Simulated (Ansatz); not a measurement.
**CH₂I₂: basis-set convergence**

The task here is to estimate one member of a computed series from the others.

Computed with Ansatz 0.2.0, Gaussian basis. Level: one geometry, several basis sets.

Plan: PBE0-D4/def2-SVP; ωB97M-V/def2-SVP; PBE0-D4/def2-QZVPP; ωB97M-V/def2-QZVPP; the functionals' def2-TZVPP values are taken from earlier runs.

### The geometry

An earlier PBE0-D4 in a triple-zeta def2 set relaxation fixed the geometry. I takes the def2 core potential; no spin-orbit term is included.

SMILES `ICI`, 5 atoms, charge 0, spin multiplicity 1.

Atoms are counted from 1 here; the program's logs count them from 0.

Bond lengths: I1–C2 2.122 Å, C2–I3 2.122 Å, C2–H4 1.084 Å, C2–H5 1.084 Å. Angles: I1–C2–I3 115.2°, I1–C2–H4 107.5°, I1–C2–H5 107.5°, I3–C2–H4 107.5°, I3–C2–H5 107.5°, H4–C2–H5 111.7°.

Set-up of the first run:

Contents of in.yaml:

```yaml
crystal:
  periodic: [false, false, false]
  atoms:
    - {symbol: I, position_ang: [-0.649375, -0.998628, 1.624434]}
    - {symbol: C, position_ang: [-0.133157, 0.090715, -0.122213]}
    - {symbol: I, position_ang: [1.923932, 0.044998, -0.642080]}
    - {symbol: H, position_ang: [-0.403526, 1.126427, 0.047701]}
    - {symbol: H, position_ang: [-0.687974, -0.337112, -0.949142]}
basis:
  gaussian: {orbitals: def2-SVP}
hamiltonian: {xc: pbe0, dispersion: d4}
output: {orbitals: {seedname: orbitals}}
```

Among the steps run: PBE0-D4 in def2-SVP; ωB97M-V in def2-SVP; PBE0-D4 in def2-QZVPP; ωB97M-V in def2-QZVPP.

One table of the session follows, with a row left open; its other results are not shown here.

It belongs to the step «Functionals by basis». 

| functional | basis | HOMO (eV) | LUMO (eV) |
| --- | --- | --- | --- |
| PBE0-D4 | def2-SVP | -7.28 | -1.71 |
| PBE0-D4 | def2-TZVPP | -7.35 | -1.84 |
| PBE0-D4 | def2-QZVPP | -7.36 | -1.90 |
| ωB97M-V | def2-SVP | -9.35 | 0.35 |
| ωB97M-V | def2-TZVPP | ? | ? |
| ωB97M-V | def2-QZVPP | -9.45 | -0.01 |

**Question.** Estimate the row for ωB97M-V, def2-TZVPP.

**Answer.** HOMO (eV): -9.44; LUMO (eV): 0.12. In the column «HOMO (eV)» it lies between ωB97M-V, def2-QZVPP (-9.45) and ωB97M-V, def2-SVP (-9.35).
